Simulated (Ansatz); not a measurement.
# C7H5N: how energies converge with the basis set

An exercise on one series of results from a longer session: the logs are not shown, and one member is left open.

The runs use Ansatz 0.2.0, Gaussian basis; one geometry, several basis sets.

The runs, in order: PBE0-D4/def2-SVP; ωB97M-V/def2-SVP; PBE0-D4/def2-QZVPP; ωB97M-V/def2-QZVPP; the functionals' def2-TZVPP values are taken from earlier runs.

### The geometry

All runs share one geometry, relaxed beforehand with PBE0-D4 in a triple-zeta def2 set.

SMILES `[C-]#[N+]c1ccccc1`, 13 atoms, charge 0, spin multiplicity 1.

Atoms are counted from 1 here; the program's logs count them from 0.

Bond lengths: C1–N2 1.168 Å, N2–C3 1.377 Å, C3–C4 1.391 Å, C3–C8 1.391 Å, C4–C5 1.384 Å, C4–H9 1.083 Å, C5–C6 1.388 Å, C5–H10 1.083 Å, C6–C7 1.388 Å, C6–H11 1.083 Å, C7–C8 1.384 Å, C7–H12 1.083 Å, C8–H13 1.083 Å. Angles: C1–N2–C3 180.0°, N2–C3–C4 119.6°, N2–C3–C8 119.6°, C4–C3–C8 120.8°, C3–C4–C5 119.2°, C3–C4–H9 119.4°, C5–C4–H9 121.4°, C4–C5–C6 120.3°, C4–C5–H10 119.5°, C6–C5–H10 120.1°, C5–C6–C7 120.0°, C5–C6–H11 120.0°, C7–C6–H11 120.0°, C6–C7–C8 120.3°, C6–C7–H12 120.1°, C8–C7–H12 119.5°, C3–C8–C7 119.2°, C3–C8–H13 119.4° and more.

The first run:

The input, in.yaml:

```yaml
crystal:
  periodic: [false, false, false]
  atoms:
    - {symbol: C, position_ang: [1.834502, -1.063880, 2.905969]}
    - {symbol: N, position_ang: [1.238733, -0.718823, 1.962209]}
    - {symbol: C, position_ang: [0.536483, -0.311504, 0.849963]}
    - {symbol: C, position_ang: [0.153619, 1.020057, 0.729550]}
    - {symbol: C, position_ang: [-0.551683, 1.422120, -0.391141]}
    - {symbol: C, position_ang: [-0.872971, 0.506660, -1.383061]}
    - {symbol: C, position_ang: [-0.486567, -0.819660, -1.253619]}
    - {symbol: C, position_ang: [0.219179, -1.236734, -0.138685]}
    - {symbol: H, position_ang: [0.413065, 1.720254, 1.513396]}
    - {symbol: H, position_ang: [-0.851987, 2.458519, -0.489170]}
    - {symbol: H, position_ang: [-1.425323, 0.827333, -2.258233]}
    - {symbol: H, position_ang: [-0.735950, -1.536960, -2.026410]}
    - {symbol: H, position_ang: [0.528891, -2.267369, -0.020768]}
basis:
  gaussian: {orbitals: def2-SVP}
hamiltonian: {xc: pbe0, dispersion: d4}
output: {orbitals: {seedname: orbitals}}
```

Launch:

```bash
ansatz run in.yaml --threads 2 --pin off --events-out ev --progress --plain --max-ram 32768MiB --backend cpu
```

Steps of the session up to this table: PBE0-D4 in def2-SVP; ωB97M-V in def2-SVP; PBE0-D4 in def2-QZVPP; ωB97M-V in def2-QZVPP.

One of the session's tables, all rows but one given; the rest of the session is left out.

It belongs to the step «Functionals by basis». 

| functional | basis | HOMO (eV) |
| --- | --- | --- |
| PBE0-D4 | def2-SVP | -7.61 |
| PBE0-D4 | def2-TZVPP | -7.61 |
| PBE0-D4 | def2-QZVPP | -7.63 |
| ωB97M-V | def2-SVP | -9.60 |
| ωB97M-V | def2-TZVPP | ? |
| ωB97M-V | def2-QZVPP | -9.63 |

Q: Estimate the row for ωB97M-V, def2-TZVPP from the others.

As computed: HOMO (eV): -9.62. In the column «HOMO (eV)» it lies between ωB97M-V, def2-QZVPP (-9.63) and ωB97M-V, def2-SVP (-9.60).
